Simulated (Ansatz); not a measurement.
# La2Bi2S4OF: the cost of one run

Program: Ansatz 0.2.0. Level of theory: DFT PBEsol, scalar-relativistic, plane waves, PAW. These are calculated values, not measurements.

## Step 1: The system as given

The structure is tetragonal, space group P-4m2 (No. 115). The conventional cell has a = 4.086 Å, b = 4.086 Å, c = 13.431 Å, α = 90.00°, β = 90.00°, γ = 90.00°. La (site symmetry 2mm) is surrounded by 2 O at 2.48 Å and 2 F at 2.48 Å. Bi (site symmetry 2mm) is surrounded by 6 S at 2.66 to 3.09 Å. Around S (site symmetry 2mm) lie 5 Bi at 2.89 to 3.09 Å. S (site symmetry 2mm) has 1 Bi at 2.66 Å as nearest neighbours. O (site symmetry -4m2) has 4 La at 2.48 Å as nearest neighbours. F (site symmetry -4m2) has 4 La at 2.48 Å as nearest neighbours.

Coordinates:

```
La Bi S O F
1.0
     4.08648    0.00000    0.00000
     0.00000    4.08648    0.00000
     0.00000    0.00000   13.43128
La Bi S O F
2 2 4 1 1
Direct
  0.50000 0.00000 0.10530
  0.00000 0.50000 0.89470
  0.50000 0.00000 0.61544
  0.00000 0.50000 0.38456
  0.50000 0.00000 0.38529
  0.00000 0.50000 0.61471
  0.50000 0.00000 0.81383
  0.00000 0.50000 0.18617
  0.50000 0.50000 0.00000
  0.00000 0.00000 0.00000
```

It goes back to an entry of the Materials Project, which need not be the stable form.

It is the result of an earlier relaxation at this level (volume 22.43 Å³/atom; gap on the mesh: none (metal)).

## Step 2: The cell under PBEsol

The input, input.yaml:

```yaml
crystal:
  lattice:
    - [4.0864810301, 0.0, 0.0]
    - [0.0, 4.0864810301, 0.0]
    - [0.0, 0.0, 13.4312785241]
  atoms:
    - { symbol: La, position: [0.5, 0.0, 0.1053006337] }
    - { symbol: La, position: [0.0, 0.5, 0.8946993663] }
    - { symbol: Bi, position: [0.5, 0.0, 0.6154388641] }
    - { symbol: Bi, position: [0.0, 0.5, 0.3845611359] }
    - { symbol: S, position: [0.5, 0.0, 0.3852850276] }
    - { symbol: S, position: [0.0, 0.5, 0.6147149724] }
    - { symbol: S, position: [0.5, 0.0, 0.8138344983] }
    - { symbol: S, position: [0.0, 0.5, 0.1861655017] }
    - { symbol: O, position: [0.5, 0.5, 0.0] }
    - { symbol: F, position: [0.0, 0.0, 0.0] }
basis:
  ecutwfc: 420
kpoints:
  mp_grid: { grid: [10, 10, 4] }
hamiltonian:
  xc: pbesol
scf:
  occupations: { method: gaussian, width: 0.1 }
output:
  forces: true
  stress: true
  eigenvalues: true
relax:
  adjacent_minimum: "off"
  f_tol: 0.005
  max_steps: 50
  cell: { stress_tol: 0.05 }
```

Launch:

```console
$ ansatz run input.yaml --threads 4 --pin off --max-ram 10240MiB --backend cpu --events-out ev --progress --plain --runs-dir out
```

**Question.** How long does this run take on 4 threads of Arm Neoverse V2, shared host, and how much memory does it need?

About 4.2 min, with a peak of 1 GiB.
